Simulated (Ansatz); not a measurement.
# ClGeH3O: the cost of one run

Program: Ansatz 0.2.0. Level of theory: RKS PBE-D4/def2-SVP. These are calculated values, not measurements.

### Step 1. The system as given

Bond lengths: Ge1–H2 1.750 Å, Ge1–Cl3 2.420 Å, Ge1–O4 1.769 Å, O4–H5 1.010 Å, Ge1–H6 1.549 Å. Angles: H2–Ge1–Cl3 50.3°, H2–Ge1–O4 120.2°, H2–Ge1–H6 120.2°, Cl3–Ge1–O4 122.7°, Cl3–Ge1–H6 122.7°, O4–Ge1–H6 109.5°, Ge1–O4–H5 109.5°.

As a file:

```xyz
6

Ge    0.0000    0.0000    0.0000
H     0.7476    0.0000    1.5822
Cl    2.3434    0.0000    0.6042
O    -0.8337    1.4443   -0.5894
H    -1.7915    1.2136   -0.8118
H    -0.7300   -1.2648   -0.5162
```

### Step 2. A restrained relaxation towards end A

Springs on the bonds that form and break draw the guess towards this end; the thresholds are loose.

input.yaml reads:

```yaml
crystal:
  periodic: [false, false, false]
  atoms:
    - { symbol: Ge, position_ang: [0.0, 0.0, 0.0] }
    - { symbol: H, position_ang: [0.7476, 0.0, 1.5822] }
    - { symbol: Cl, position_ang: [2.3434, 0.0, 0.6042] }
    - { symbol: O, position_ang: [-0.8337, 1.4443, -0.5894] }
    - { symbol: H, position_ang: [-1.7915, 1.2136, -0.8118] }
    - { symbol: H, position_ang: [-0.73, -1.2648, -0.5162] }
basis:
  gaussian: { orbitals: def2-SVP }
hamiltonian:
  xc: pbe
  dispersion: d4
relax:
  f_tol: 0.15
  max_steps: 25
  restrain:
    - { distance: [1, 2], at: 2.57, k: 30.0 }
    - { distance: [0, 1], at: 1.55, k: 30.0 }
    - { distance: [0, 2], at: 2.22, k: 30.0 }
output:
  orbitals: {}
```

On the command line:

```console
ansatz run input.yaml --threads 1 --pin off --max-ram 2048MiB --backend cpu --events-out ev --progress --plain --runs-dir out
```

What time and memory should one allow on 1 thread of Arm Neoverse V1, shared host?

About 23 s, with a peak of 0.14 GiB.
